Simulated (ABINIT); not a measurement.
The system is Al3Cl.

```
CELL_PARAMETERS angstrom
4.00408 0.00000 0.00000
0.00000 4.00408 0.00000
0.00000 0.00000 4.00408
ATOMIC_POSITIONS crystal
Al 0.00000 0.50000 0.50000
Al 0.50000 0.00000 0.50000
Al 0.50000 0.50000 0.00000
Cl 0.00000 0.00000 0.00000
```

The cell was built by a generator and needn't be a form met in nature.

Base run:

```yaml
Program: ABINIT 10.8.3 (patched build)
Functional: PBEsol
Potentials_or_basis: PseudoDojo NC SR PBEsol v0.4 stringent
Cutoff: 789 eV
k_mesh: 5 × 5 × 5
Occupations: fermi-dirac, width 0.05 eV
Spin: no spin polarisation
```

Its results: band gap on the k mesh none (metal or under the smearing width); pressure 13.8 GPa.

Question: The run is repeated on the same cell with these changes: functional from PBEsol to PBE; potentials or basis from PseudoDojo NC SR PBEsol v0.4 stringent to SPMS NC PBE v1.0; cutoff from 789 eV to 599 eV. What comes out?

Answer: Band gap on the k mesh none (metal or under the smearing width); pressure 16.4 GPa.

Caveats: so large a pressure means that the cell lies far from this level's equilibrium, or that cutoff or potentials fall short (some runs).

Not every run made on this cell is shown here.
